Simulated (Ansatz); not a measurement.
# Zr2TeO: a short molecular-dynamics run

Aim: set Zr2TeO (a randomly packed cell, 16 atoms, not relaxed) in motion for 40 steps of 1.5 fs at constant energy, with velocities drawn for 600 K, and see how temperature, energy and positions respond.

Method: DFT PBEsol, plane waves, PAW, scalar-relativistic, no spin polarisation, in Ansatz 0.2.0.

## (1) Starting point

The cell holds 16 atoms (O4Te4Zr8): a = 5.619 Å, b = 6.952 Å, c = 8.789 Å, α = 93.58°, β = 98.43°, γ = 100.22°.

As a file:

```xyz
16
Lattice="5.5437 -0.6673 -0.6256 -0.4456 6.9330 -0.2640 -0.3442 -0.2377 8.7795" Properties=species:S:1:pos:R:3 pbc="T T T"
Zr   -0.1951    1.7539    2.0210
Zr    2.7179    2.8651    2.2972
Zr    0.6637    5.3976    7.3027
Zr    2.7689    5.7471    1.0546
Te    1.1536    3.0170   -0.2218
Te    1.3370    0.8160    5.5276
O     1.9375    0.9265   -0.0633
O     1.0695    4.6708    2.4594
Zr    4.1390    0.9061    4.2690
Zr    4.4372   -0.0418    7.2292
Te    3.8617    3.1878    6.0295
Te    4.8395    3.7925    0.4862
Zr    2.2357    5.1398    4.6614
Zr    4.9015    5.0674    3.1949
O     2.6695    1.6563    7.1140
O     0.6462    6.6000    1.9275
```

## (2) Molecular dynamics

input.yaml

```yaml
crystal:
  lattice:
    - [5.543688, -0.667337, -0.625622]
    - [-0.44559, 6.932974, -0.264031]
    - [-0.344201, -0.237674, 8.779453]
  atoms:
    - { symbol: Zr, position: [0.000591, 0.261193, 0.238091] }
    - { symbol: Zr, position: [0.548154, 0.476816, 0.315058] }
    - { symbol: Zr, position: [0.240828, 0.83168, 0.873962] }
    - { symbol: Zr, position: [0.582819, 0.891508, 0.188459] }
    - { symbol: Te, position: [0.245354, 0.458986, 0.006019] }
    - { symbol: Te, position: [0.295436, 0.168619, 0.655726] }
    - { symbol: O, position: [0.364615, 0.169549, 0.023869] }
    - { symbol: O, position: [0.269962, 0.710692, 0.320745] }
    - { symbol: Zr, position: [0.798973, 0.22646, 0.54999] }
    - { symbol: Zr, position: [0.864202, 0.107608, 0.888237] }
    - { symbol: Te, position: [0.788929, 0.561796, 0.759886] }
    - { symbol: Te, position: [0.933314, 0.641705, 0.141186] }
    - { symbol: Zr, position: [0.505124, 0.810241, 0.591306] }
    - { symbol: Zr, position: [0.980261, 0.841005, 0.459047] }
    - { symbol: O, position: [0.560851, 0.322374, 0.859965] }
    - { symbol: O, position: [0.211855, 0.981423, 0.264164] }
kpoints:
  mp_grid: { grid: [2, 2, 2] }
magnetization:
  spin_polarized: false
scf:
  occupations: { method: fermi_dirac, width: 0.05 }
  convergence: { dr2_threshold: 1.0e-05 }
hamiltonian:
  pseudopotentials: { kind: paw }
  xc: pbesol
basis:
  ecutwfc: 420
md:
  timestep: 1.5
  n_steps: 40
  ensemble: nve
  temperature: 600.0
  initial_velocities: maxwell_boltzmann
  seed: 894551
```

Run with:

```console
$ ansatz run input.yaml --threads 2 --pin off --max-ram 2560MiB --backend cpu --events-out ev --progress --plain --runs-dir out
```

Standard output, shortened:

```text
Warning: md: disabling space-group detection — thermal motion breaks the input geometry's symmetry, so no spatial operation reduces the k-mesh or symmetrises the density; time reversal is kept, so that k and −k are solved as one point where they differ and the mesh holds both, and exact [...]
Warning: scf.convergence.dr2_threshold = 1e-5 eV is looser than this run's default, which is 1e-7 eV or tighter. The error in the forces grows as the threshold's square root, so leave the key out unless less accurate forces are enough
Warning: RAYON_NUM_THREADS=2 ignored (pool sized by the plan → 2); use --threads N
[...]
Pseudopotentials: kind: paw
Pseudopotential: Zr, paw, valence charge 12, recommended cutoff 420 eV (normal), Zr.paw.azcp
Pseudopotential: Te, paw, valence charge 16, recommended cutoff 420 eV (normal), Te.paw.azcp
Pseudopotential: O, paw, valence charge 6, recommended cutoff 420 eV (normal), O.paw.azcp
Functional definition: PBEsol
[...]
Crystal: 16 atoms, lattice volume = 332.853 Å³
Basis set: ecut = 420 eV, 6529 PW (Γ), exchange–correlation on 80×96×120 points (8 copies of the dense FFT grid, shifted against one another)
Bands: 111, of which v1, the nominal top of the filled ones, is band 92 counted from 1 (91 counted from 0)
Symmetry: 1 space group operations
k-points: 8
[...]
SCF iter   1: F=—  HF=-62873.149786 eV  |F-HF|=—  |Δ(HF+E_count)|=         —  Δρ=1.56e-2  dr2=1.31e0  ethr=1.77e-3  ⟨swp⟩=6.1  Hψ=3492  notcnv=0  defer=2
[...]
md step     0: t =     0.00 fs  T =   600.0 K  F+E_penalty+E_count = -62873.02078070 eV  E_kin = 1.163340 eV  conserved = -62871.85744071 eV  (7 SCF iters)
[...]
md step     1: t =     1.50 fs  T =   638.7 K  F+E_penalty+E_count = -62873.09615102 eV  E_kin = 1.238326 eV  conserved = -62871.85782497 eV  (6 SCF iters)
[...]
SCF iter   1: F=—  HF=-62873.271877 eV  |F-HF|=—  |Δ(HF+E_count)|=         —  Δρ=2.68e-3  dr2=1.03e-1  ethr=5.32e-5  ⟨swp⟩=2.2  Hψ=3787  notcnv=0
[...]
```

## (3) The log goes on

Output, continued, shortened:

```text
SCF iter   2: F=—  HF=-62873.265236 eV  |F-HF|=—  |Δ(HF+E_count)|=   6.64e-3  Δρ=1.16e-3  dr2=2.43e-2  ethr=5.32e-5  ⟨swp⟩=1.0  Hψ=888  notcnv=0
[...]
md step     2: t =     3.00 fs  T =   724.3 K  F+E_penalty+E_count = -62873.26275757 eV  E_kin = 1.404312 eV  conserved = -62871.85844606 eV  (6 SCF iters)
[...]
md step    11: t =    16.50 fs  T =  2593.6 K  F+E_penalty+E_count = -62876.89358494 eV  E_kin = 5.028684 eV  conserved = -62871.86490057 eV  (3 SCF iters)
[...]
md step    20: t =    30.00 fs  T =  3910.3 K  F+E_penalty+E_count = -62879.44445157 eV  E_kin = 7.581660 eV  conserved = -62871.86279114 eV  (6 SCF iters)
[...]
md step    29: t =    43.50 fs  T =  4265.3 K  F+E_penalty+E_count = -62880.13172943 eV  E_kin = 8.269958 eV  conserved = -62871.86177170 eV  (4 SCF iters)
[...]
md step    40: t =    60.00 fs  T =  4298.1 K  F+E_penalty+E_count = -62880.19465711 eV  E_kin = 8.333577 eV  conserved = -62871.86107972 eV  (6 SCF iters)
SCF converged after 6 iterations
Free energy (F): -62880.194657 eV
[...]
E sigma→0 (E₀):  -62880.134945 eV
Entropy (-TS):   -0.119424 eV (-7.464 meV/atom)
Fermi energy:    12.262635 eV
[...]
--- Forces (eV/Å), atoms counted from 1 ---
  atom   1  Zr     1.12670036     0.26246572     0.70088911
  atom   2  Zr    -3.39926849    -1.11008329     3.33170094
  atom   3  Zr     0.49760805     0.36983349     0.79102532
  atom   4  Zr     2.31761030     0.04975045     2.36001346
  atom   5  Te     0.61954370     0.04369086     0.35959590
  atom   6  Te    -0.25703009     0.78384247     2.07675135
  atom   7  O     -2.72235895     1.54269743    -3.87479791
  atom   8  O      1.13467627     1.11304296    -1.64372814
[...]
--- MD trajectory: 40 steps, t = 0.0 → 60.0 fs ---
  final state: T = 4298.1 K   F+E_penalty+E_count = -62880.19465711 eV   E_kin = 8.333577 eV
  conserved energy: peak-to-peak 3.347e-2 eV (2.092e-3 eV/atom) over 60.0 fs
```

It took 6.6 min on 2 threads of Arm Neoverse N1, shared host; peak memory 1 GiB.

## (4) What the atoms did

One step in 3; energies are changes from step 0; msd is the mean square displacement from the start, the centre of mass held:

```
time (fs)  T (K)  potential energy change (meV/atom)  total energy change (meV/atom)  msd O (Å²)  msd Zr (Å²)  msd Te (Å²)
      0.0    600                                 0.0                            0.00       0.000        0.000        0.000
      4.5    852                               -30.6                           -0.11       0.002        0.000        0.000
      9.0   1418                               -99.4                           -0.27       0.016        0.002        0.000
     13.5   2120                              -184.6                           -0.38       0.057        0.004        0.001
     18.0   2817                              -269.1                           -0.52       0.141        0.008        0.002
     22.5   3364                              -335.5                           -0.62       0.282        0.013        0.004
     27.0   3709                              -377.2                           -0.48       0.479        0.020        0.008
     31.5   4033                              -416.4                           -0.30       0.724        0.029        0.012
     36.0   4520                              -475.9                           -0.92       1.009        0.038        0.018
     40.5   4627                              -489.8                           -1.71       1.332        0.050        0.026
     45.0   4151                              -430.0                            0.36       1.658        0.062        0.037
     49.5   4592                              -484.9                           -1.20       1.943        0.077        0.049
     54.0   4856                              -517.0                           -1.24       2.211        0.095        0.065
     58.5   4450                              -466.9                           -0.35       2.489        0.114        0.082
     60.0   4298                              -448.4                           -0.23       2.583        0.121        0.089
```

time (fs), T (K) and a bar:
```
      0.0        600 
      3.0        724 #
      4.5        852 ##
      7.5       1206 ####
     10.5       1644 #######
     13.5       2120 ###########
     15.0       2360 ############
     18.0       2817 ################
     21.0       3206 ##################
     24.0       3497 ####################
     25.5       3609 #####################
     28.5       3806 #######################
     31.5       4033 ########################
     34.5       4351 ##########################
     36.0       4520 ############################
     39.0       4696 #############################
     42.0       4459 ###########################
     45.0       4151 #########################
     46.5       4188 #########################
     49.5       4592 ############################
     52.5       4872 ##############################
     55.5       4757 #############################
     57.0       4610 ############################
     60.0       4298 ##########################
```

Bonds that form or break, judged by distance (formed within 1.15 times the sum of covalent radii and held on average over 12 fs, broken when stretched by half; pairs already stretched at the start don't count as bonds):

```
time (fs)     bond   event
     25.5  O8–Te12  breaks
     40.5   Te5–O7  breaks
     46.5  Te6–O15  breaks
```

Pair distribution over the second half of the run:

```
r (Å)  g Zr–Te  g Zr–O
 0.68     0.00    0.00
 0.84     0.00    0.00
 1.00     0.00    0.00
 1.16     0.00    0.00
 1.32     0.00    0.00
 1.48     0.00    0.10
 1.64     0.00    1.59
 1.80     0.00    3.13
 1.96     0.00    2.57
 2.12     0.00    1.57
 2.28     0.00    0.78
 2.44     0.00    0.23
 2.60     0.62    0.16
```

First peaks of g(r) (not always the tallest), and, where a minimum follows, the mean number of second-named atoms round a first-named one up to the next minimum:

```
pair  peak (Å)  height  minimum (Å)  neighbours
Zr–O      1.88     3.3            -           -
```

## (5) Frames from the trajectory

Positions (Å) and forces (eV/Å):

```xyz
16
Lattice="5.544 -0.667 -0.626 -0.446 6.933 -0.264 -0.344 -0.238 8.779" Properties=species:S:1:pos:R:3:forces:R:3 pbc="T T T" time_fs=10.5 T=1644 dE=-2.0300
Zr   -0.181    1.745    2.011    1.907   -3.004    0.399
Zr    2.736    2.919    2.292   -0.750    0.584   -0.460
Zr    0.640    5.374    7.322    0.146    1.449   -0.068
Zr    2.754    5.768    1.067   -2.395    1.557    1.211
Te    1.179    3.009   -0.236    2.115   -1.404   -0.319
Te    1.339    0.805    5.550   -0.711   -0.719   -0.766
O     1.919    0.904    0.028   -1.029   -2.373   -0.185
O     1.212    4.545    2.627    2.470   -1.305    2.366
Zr    4.159    0.908    4.228   -0.102    0.176    0.117
Zr    4.419   -0.101    7.271   -1.205    1.004    0.123
Te    3.837    3.199    6.024   -0.528    1.273   -1.722
Te    4.835    3.783    0.489   -2.858    1.563    0.593
Zr    2.186    5.168    4.648    0.665   -0.582   -0.829
Zr    4.921    5.085    3.147    1.134   -0.110   -1.600
O     2.772    1.677    7.020    2.234   -0.256    0.184
O     0.622    6.686    1.962   -1.092    2.148    0.956
16
Lattice="5.544 -0.667 -0.626 -0.446 6.933 -0.264 -0.344 -0.238 8.779" Properties=species:S:1:pos:R:3:forces:R:3 pbc="T T T" time_fs=19.5 T=3022 dE=-4.7060
Zr   -0.151    1.709    2.006    1.625   -2.827    0.440
Zr    2.745    2.971    2.282   -0.061   -0.685   -0.519
Zr    0.622    5.367    7.338    0.223    1.587    0.332
Zr    2.719    5.801    1.089   -2.119    1.967    0.603
Te    1.215    2.993   -0.250    1.643   -0.930   -0.278
Te    1.335    0.791    5.565   -0.942   -0.897   -0.725
O     1.848    0.756    0.097   -0.590   -2.617   -1.005
O     1.459    4.360    2.894    0.011    0.252    1.006
Zr    4.175    0.912    4.194   -0.287    0.150    0.526
Zr    4.393   -0.142    7.307   -1.034    1.176    0.113
Te    3.813    3.218    6.009    0.019    2.047   -2.028
Te    4.813    3.785    0.495   -2.005    1.520    0.311
Zr    2.150    5.187    4.630    1.398   -0.286    0.053
Zr    4.948    5.099    3.091    1.052    0.393   -1.326
O     2.979    1.680    6.948    1.778   -1.498    1.078
O     0.543    6.883    2.039   -0.714    0.648    1.416
16
Lattice="5.544 -0.667 -0.626 -0.446 6.933 -0.264 -0.344 -0.238 8.779" Properties=species:S:1:pos:R:3:forces:R:3 pbc="T T T" time_fs=30.0 T=3910 dE=-6.4237
Zr   -0.101    1.641    2.004   -1.224    1.362   -0.629
Zr    2.758    3.020    2.264    2.128   -3.202   -1.936
Zr    0.603    5.377    7.361    0.291    1.452    0.801
Zr    2.655    5.859    1.121   -1.606    1.844   -0.047
Te    1.270    2.968   -0.268    1.299   -0.184   -0.292
Te    1.324    0.768    5.576   -0.958   -0.454   -0.438
O     1.727    0.415    0.116   -0.411   -3.297   -1.263
O     1.722    4.152    3.250   -4.532   -0.746   -2.175
Zr    4.190    0.917    4.161   -0.510    0.218    0.932
Zr    4.351   -0.177    7.351   -0.805    1.209   -0.029
Te    3.785    3.255    5.975    0.488    2.291   -2.084
Te    4.772    3.799    0.505   -0.788    1.705   -0.068
Zr    2.125    5.209    4.615    3.087    2.756    4.655
Zr    4.990    5.119    3.012    0.230    0.727   -0.386
O     3.329    1.587    6.929    1.331   -2.741    1.415
O     0.421    7.137    2.213    1.979   -2.937    1.544
16
Lattice="5.544 -0.667 -0.626 -0.446 6.933 -0.264 -0.344 -0.238 8.779" Properties=species:S:1:pos:R:3:forces:R:3 pbc="T T T" time_fs=40.5 T=4627 dE=-7.8361
Zr   -0.064    1.588    1.994   -2.542    3.044   -1.327
Zr    2.792    3.037    2.226    0.744   -1.927   -0.714
Zr    0.586    5.398    7.388   -0.584   -4.915   -4.942
Zr    2.574    5.939    1.154   -0.249    1.106    0.770
Te    1.336    2.941   -0.289    1.282   -0.158    0.075
Te    1.306    0.742    5.584   -0.533    0.179    0.393
O     1.584   -0.103    0.077    0.495    4.054    4.466
O     1.721    3.895    3.496   -3.194   -1.309   -0.514
Zr    4.200    0.925    4.137   -0.585    0.002    0.678
Zr    4.302   -0.203    7.396    1.634   -5.217    1.117
Te    3.761    3.311    5.924    0.326    1.561   -1.663
Te    4.724    3.827    0.514    0.048    1.295   -0.836
Zr    2.134    5.259    4.645    2.579    1.586    1.944
Zr    5.035    5.148    2.929   -0.877   -0.069    0.906
O     3.752    1.345    6.993   -1.868    3.522   -0.681
O     0.426    7.211    2.490    3.323   -2.755    0.330
16
Lattice="5.544 -0.667 -0.626 -0.446 6.933 -0.264 -0.344 -0.238 8.779" Properties=species:S:1:pos:R:3:forces:R:3 pbc="T T T" time_fs=49.5 T=4592 dE=-7.7589
Zr   -0.055    1.568    1.975   -0.318    0.599    0.451
Zr    2.827    3.033    2.187   -2.126   -0.840    1.914
Zr    0.568    5.377    7.369   -0.047   -4.679   -6.587
Zr    2.502    6.018    1.189    1.449    0.417    2.158
Te    1.401    2.916   -0.306    1.164   -0.111    0.479
Te    1.286    0.720    5.594   -0.307    0.626    1.660
O     1.475   -0.376    0.257   -0.744    5.171    4.839
O     1.554    3.611    3.661    0.062    0.757   -0.431
Zr    4.203    0.932    4.124   -0.321   -0.059    0.667
Zr    4.271   -0.271    7.443    0.889   -7.353    1.611
Te    3.742    3.369    5.869    0.389    0.951   -1.242
Te    4.683    3.859    0.517    0.631    0.563   -1.396
Zr    2.165    5.317    4.691    0.960   -1.611   -1.181
Zr    5.065    5.171    2.866   -2.062   -1.670    1.898
O     4.040    1.307    7.016   -1.750    5.777   -1.952
O     0.600    7.136    2.739    2.132    1.458   -2.889
16
Lattice="5.544 -0.667 -0.626 -0.446 6.933 -0.264 -0.344 -0.238 8.779" Properties=species:S:1:pos:R:3:forces:R:3 pbc="T T T" time_fs=60.0 T=4298 dE=-7.1739
Zr   -0.047    1.554    1.957    1.127    0.262    0.701
Zr    2.846    3.017    2.163   -3.399   -1.110    3.332
Zr    0.546    5.308    7.287    0.498    0.370    0.791
Zr    2.434    6.115    1.253    2.318    0.050    2.360
Te    1.485    2.887   -0.323    0.620    0.044    0.360
Te    1.260    0.699    5.618   -0.257    0.784    2.077
O     1.291   -0.397    0.693   -2.722    1.543   -3.875
O     1.355    3.320    3.819    1.135    1.113   -1.644
Zr    4.203    0.940    4.116   -0.247    0.394    1.008
Zr    4.245   -0.414    7.513   -0.059    1.592   -0.849
Te    3.724    3.443    5.796    0.839   -0.035   -0.692
Te    4.640    3.902    0.509    0.744    0.040   -1.916
Zr    2.210    5.370    4.734   -0.447   -1.506   -1.929
Zr    5.081    5.183    2.812   -0.855   -0.348    2.064
O     4.270    1.530    6.948   -0.588   -3.362    0.255
O     0.933    7.108    2.872    1.294    0.170   -2.043
```

## (6) Summary of results

| quantity | value |
| --- | --- |
| length | 40 steps of 1.5 fs |
| temperature, first and last step | 600 and 4298 K |
| temperature, second half | mean 4458 K, from 3910 to 4872 K |
| potential energy, second half | -468 meV/atom from the start |
| largest change of the total energy | 1.73 meV/atom |
| mean square displacement, second half | O 1.6, Zr 0.067, Te 0.041 Å² |

In words: The temperature starts at 600 K and averages 4458 K in the second half, where it ranges from 3910 to 4872 K; the start was no minimum (force components up to 4.1 eV/Å), and the potential energy that it sheds (468 meV/atom) turns into motion. The total energy strays from its start by at most 1.73 meV/atom, 0.4 % of the mean kinetic energy, which is good for a step of 1.5 fs. Bonds change: the first event comes at 25.5 fs (O8–Te12 breaks). Over the second half O atoms stand 1.3 Å (root mean square) from where they began, and the farthest move is 1.9 Å. Settings off the usual here: kpoints.mp_grid.grid, hamiltonian.xc, scf.convergence.dr2_threshold; they were drawn at random, not all are sound, and the numbers needn't be the system's own. 60 fs on 16 atoms is far too short and small for converged averages. The k-mesh is coarse.
